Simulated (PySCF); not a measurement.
# Cl6V ([VCl6]3-): the cost of one run

Computed with PySCF 2.14.0 and routines of our own; the level stands in each step. Atoms count from 0.

## (1) The system as given

7 atoms, charge -3, states of the metal's open shell are computed; geometry from: model geometry, bond lengths from ionic radii.

## (2) Ligand-field states: state-averaged CASSCF in water

What the job is given:

```
{"job": {"kind": "lf", "basis": {"metal": "x2c-TZVPall", "ligand": "x2c-SVPall"}, "nevpt": true, "solvent": "water"}, "charge": -3, "metal": "V", "open_shell": "d2"}
V      0.000000     0.000000     0.000000
Cl     1.661701    -0.959383     1.356773
Cl     0.000000     1.918767     1.356773
Cl    -1.661701    -0.959383     1.356773
Cl     1.661701     0.959383    -1.356773
Cl    -1.661701     0.959383    -1.356773
Cl    -0.000000    -1.918767    -1.356773
```

Level: state-averaged CASSCF of the metal d shell, SC-NEVPT2 on the averaged canonical orbitals, state-interaction spin-orbit coupling.

Command:

```sh
OMP_NUM_THREADS=1 python lf_run.py task.json out
```

The driver reads the jobs from task.json and runs them one after another.

**Question.** How long does this first job take on 1 thread of Arm Neoverse V1, shared host, and how much memory does it need?

About 18 s, with a peak of 0.41 GiB.
